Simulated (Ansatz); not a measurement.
**CH6F2Si2: a ladder of functionals and wavefunction methods**

An exercise on one series of results from a longer session: the logs are not shown, and one member is left open.

Computed with Ansatz 0.2.0, Gaussian basis. Level: functionals in def2-TZVPP, the program's frozen cores in correlated methods.

Levels to be run: LDA (SPW92), PBE-D4, revPBE-D4, BLYP-D4, r2SCAN-D4, B97M-V, PBE0-D4, B3LYP-D4, r2SCANh-D4, r2SCAN0-D4, HSE06-D4, BHLYP-D4, CAM-B3LYP-D4, LC-ωPBE, ωB97X-V, ωB97M-V, B2PLYP, PBE-QIDH; CCSD(T)/def2-SVP; CCSD(T)/def2-TZVPP; MP2/def2-QZVPP; extrapolation to the limit; RPA on PBE.

### The geometry

An earlier PBE0-D4 in a triple-zeta def2 set relaxation fixed the geometry.

11 atoms, charge 0, spin multiplicity 1.

Atoms are counted from 1 here; the program's logs count them from 0.

Bond lengths: C1–Si2 1.847 Å, C1–H6 1.093 Å, C1–H7 1.092 Å, C1–H8 1.092 Å, Si2–F3 1.598 Å, Si2–F4 1.598 Å, Si2–Si5 2.345 Å, Si5–H9 1.488 Å, Si5–H10 1.486 Å, Si5–H11 1.488 Å. Angles: Si2–C1–H6 110.2°, Si2–C1–H7 110.8°, Si2–C1–H8 110.8°, H6–C1–H7 108.3°, H6–C1–H8 108.3°, H7–C1–H8 108.3°, C1–Si2–F3 108.6°, C1–Si2–F4 108.6°, C1–Si2–Si5 116.4°, F3–Si2–F4 106.0°, F3–Si2–Si5 108.4°, F4–Si2–Si5 108.4°, Si2–Si5–H9 109.6°, Si2–Si5–H10 110.4°, Si2–Si5–H11 109.6°, H9–Si5–H10 109.3°, H9–Si5–H11 108.7°, H10–Si5–H11 109.3°.

Set-up of the first run:

Input file in.yaml:

```yaml
crystal:
  periodic: [false, false, false]
  atoms:
    - {symbol: C, position_ang: [-1.040910, -1.282707, 0.621380]}
    - {symbol: Si, position_ang: [0.477066, -0.598187, -0.178168]}
    - {symbol: F, position_ang: [1.752026, -1.067518, 0.662920]}
    - {symbol: F, position_ang: [0.634762, -1.260733, -1.623640]}
    - {symbol: Si, position_ang: [0.568711, 1.732095, -0.419942]}
    - {symbol: H, position_ang: [-0.976878, -2.372396, 0.681361]}
    - {symbol: H, position_ang: [-1.157021, -0.888945, 1.633799]}
    - {symbol: H, position_ang: [-1.932883, -1.021907, 0.047019]}
    - {symbol: H, position_ang: [0.480030, 2.375576, 0.918359]}
    - {symbol: H, position_ang: [1.839501, 2.135370, -1.075707]}
    - {symbol: H, position_ang: [-0.579103, 2.192550, -1.246680]}
basis:
  gaussian: {orbitals: def2-TZVPP}
hamiltonian: {xc: lda}
output: {orbitals: {seedname: orbitals}}
```

On the command line:

```bash
ansatz run in.yaml --threads 4 --pin off --events-out ev --progress --plain --max-ram 10444MiB
```

Steps of the session up to this table: LDA; PBE-D4 (GGA); revPBE-D4 (GGA); BLYP-D4 (GGA); r2SCAN-D4 (meta-GGA); B97M-V (meta-GGA); B3LYP-D4 (hybrid); r2SCANh-D4 (hybrid); r2SCAN0-D4 (hybrid); HSE06-D4 (hybrid); BHLYP-D4 (hybrid); CAM-B3LYP-D4 (range-separated); LC-ωPBE (range-separated); ωB97X-V (range-separated); ωB97M-V (range-separated); B2PLYP (double hybrid); PBE-QIDH (double hybrid).

One table of the session follows, with a row left open; its other results are not shown here.

It belongs to the step «Frontier levels by functional». 

| functional | HOMO (eV) | gap (eV) |
| --- | --- | --- |
| LDA (SPW92) | -7.15 | 6.05 |
| PBE-D4 | -7.04 | 6.16 |
| revPBE-D4 | -6.99 | 6.21 |
| BLYP-D4 | -6.93 | 6.22 |
| r2SCAN-D4 | -7.33 | 6.73 |
| B97M-V | -7.43 | 6.60 |
| PBE0-D4 | -8.29 | 8.24 |
| B3LYP-D4 | -8.09 | 7.87 |
| r2SCANh-D4 | -7.78 | 7.48 |
| r2SCAN0-D4 | -8.47 | 8.59 |
| HSE06-D4 | -7.89 | 7.47 |
| BHLYP-D4 | -9.45 | 10.32 |
| CAM-B3LYP-D4 | ? | ? |
| LC-ωPBE | -10.90 | 13.06 |
| ωB97X-V | -10.58 | 12.60 |
| ωB97M-V | -10.35 | 12.07 |

**Question.** Estimate the row for CAM-B3LYP-D4.

**Answer.** HOMO (eV): -9.62; gap (eV): 10.64. In the column «HOMO (eV)» it lies between ωB97M-V (-10.35) and BHLYP-D4 (-9.45).
